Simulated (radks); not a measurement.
# Sc⁸⁺ in [Ne] 3s2 3p1: an all-electron calculation

An exercise on one series of results from a longer session: the logs are not shown, and one member is left open.

Method: scalar-relativistic Kohn-Sham, SOGGA, spin-unpolarised, spherical densities, finite nucleus. Code: radks (a radial shooting solver on a logarithmic mesh, Libxc functionals) version 1.

## Starting point

| Quantity | Value |
| --- | --- |
| element | scandium (Z = 21) |
| charge | +8 |
| electrons | 13 |
| configuration | [Ne] 3s2 3p1 |
| nuclear rms radius | 3.5459 fm |

Outer shells as boxes (Hund's rule):

Sc⁸⁺
```
[Ne] core
3s [↑↓]
3p [↑ ][  ][  ]
```

The first run:

Input:

```text
Z 21
configuration [Ne] 3s2 3p1
relativity scalar-relativistic
functional sogga,pbe
spin unpolarised
nucleus finite rms 3.5459 fm
c 137.035999084
```

Started as:

```
$ python run_ks.py task.json out
```

The same process makes all the runs of this session.

One table of the session follows, with a row left open; its other results are not shown here.

It belongs to the step «Radial structure». Radial moments (bohr):

| level | <r> | outermost maximum (interpolated) | 90 % within | nodes |
| --- | --- | --- | --- | --- |
| 1s | 0.07308 | 0.0478 | 0.130 | 0 |
| 2s | ? | ? | ? | ? |
| 2p | 0.3047 | 0.231 | 0.501 | 0 |
| 3s | 0.9464 | 0.865 | 1.38 | 2 |
| 3p | 0.9646 | 0.873 | 1.43 | 1 |

Estimate the missing values for 2s.

The run gave: <r>: 0.3413; outermost maximum (interpolated): 0.283; 90 % within: 0.530; nodes: 1. In the column «<r>» it lies between 2p (0.3047) and 3s (0.9464).

Caveats from the session: Spin polarisation and multiplet splitting are left out.
